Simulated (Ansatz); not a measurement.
Geometry optimisation, Ansatz, DFT PBE, scalar-relativistic, plane waves, PAW.

input.yaml

```yaml
accuracy: low
crystal:
  lattice:
    - [6.6, 0.0, 0.0]
    - [0.0, 6.6, 0.0]
    - [0.0, 0.0, 6.6]
  atoms:
    - { symbol: Nb, position: [0.0, 0.0, 0.0] }
    - { symbol: Nb, position: [0.5, 0.0, 0.0] }
    - { symbol: Nb, position: [0.0, 0.5, 0.0] }
    - { symbol: Nb, position: [0.0, 0.0, 0.5] }
    - { symbol: Nb, position: [0.25, 0.25, 0.25] }
    - { symbol: Nb, position: [0.5, 0.5, 0.0] }
    - { symbol: Nb, position: [0.5, 0.0, 0.5] }
    - { symbol: Nb, position: [0.75, 0.25, 0.25] }
    - { symbol: Nb, position: [0.0, 0.5, 0.5] }
    - { symbol: Nb, position: [0.25, 0.75, 0.25] }
    - { symbol: Nb, position: [0.25, 0.25, 0.75] }
    - { symbol: Nb, position: [0.5, 0.5, 0.5] }
    - { symbol: Nb, position: [0.75, 0.75, 0.25] }
    - { symbol: Nb, position: [0.75, 0.25, 0.75] }
    - { symbol: Nb, position: [0.25, 0.75, 0.75] }
    - { symbol: Nb, position: [0.75, 0.75, 0.75] }
    - { symbol: "N", position: [0.7472438, 0.1241129, -0.0044634] }
basis:
  ecutwfc: 420.0
kpoints:
  mp_grid: { grid: [2, 2, 2] }
hamiltonian:
  xc: pbe
scf:
  occupations: { method: fermi_dirac, width: 0.1 }
  lower_state_search: "off"
relax:
  f_tol: 0.08
  max_steps: 25
  adjacent_minimum: "off"
```

Launched with:

```bash
$ ansatz run input.yaml --threads 2 --pin off --max-ram 5120MiB --backend cpu --events-out ev --progress --plain --runs-dir out
```

Task: Where does it end, and by what steps?

Result: The run converged. Limits of this set-up: coarse k mesh, odd electron count without spin, a small cell, in which the defect meets its images, low accuracy level. After 8 steps the energy has fallen by 2.619 eV; N17 moved furthest, 0.77 Å.

```json
{"step": "0", "energy less start (eV)": "0.0000", "largest force component (eV/Å)": "5.566", "accepted": "yes"}
{"step": "1", "energy less start (eV)": "-0.7098", "largest force component (eV/Å)": "1.902", "accepted": "yes"}
{"step": "2", "energy less start (eV)": "-1.6992", "largest force component (eV/Å)": "0.553", "accepted": "yes"}
{"step": "3", "energy less start (eV)": "-1.7658", "largest force component (eV/Å)": "0.500", "accepted": "yes"}
{"step": "4", "energy less start (eV)": "-1.9315", "largest force component (eV/Å)": "1.525", "accepted": "yes"}
{"step": "5", "energy less start (eV)": "-2.1723", "largest force component (eV/Å)": "1.637", "accepted": "yes"}
{"step": "6", "energy less start (eV)": "-2.5404", "largest force component (eV/Å)": "0.932", "accepted": "yes"}
{"step": "7", "energy less start (eV)": "-2.6166", "largest force component (eV/Å)": "0.086", "accepted": "yes"}
{"step": "8", "energy less start (eV)": "-2.6186", "largest force component (eV/Å)": "0.029", "accepted": "yes"}
```

```xyz
17
Lattice="6.6000 0.0000 0.0000 0.0000 6.6000 0.0000 0.0000 0.0000 6.6000" Properties=species:S:1:pos:R:3
Nb 0.296 0.048 -0.002
Nb 3.001 0.047 -0.002
Nb 0.013 3.348 -0.002
Nb 0.013 0.048 3.298
Nb 1.649 1.765 1.715
Nb 3.285 3.348 -0.002
Nb 3.285 0.048 3.298
Nb 4.949 1.653 1.604
Nb -0.042 3.349 3.298
Nb 1.649 4.931 1.716
Nb 1.649 1.765 4.881
Nb 3.340 3.349 3.298
Nb 4.949 5.043 1.603
Nb 4.949 1.653 4.993
Nb 1.649 4.930 4.881
Nb 4.949 5.043 4.994
N 4.949 0.051 -0.001
```

Whether the end is a true minimum wasn't checked by a vibrational analysis.

The run took 17 s on 2 threads of AMD EPYC 9R45 (Zen 5), on a shared host, peak memory 0.85 GiB.
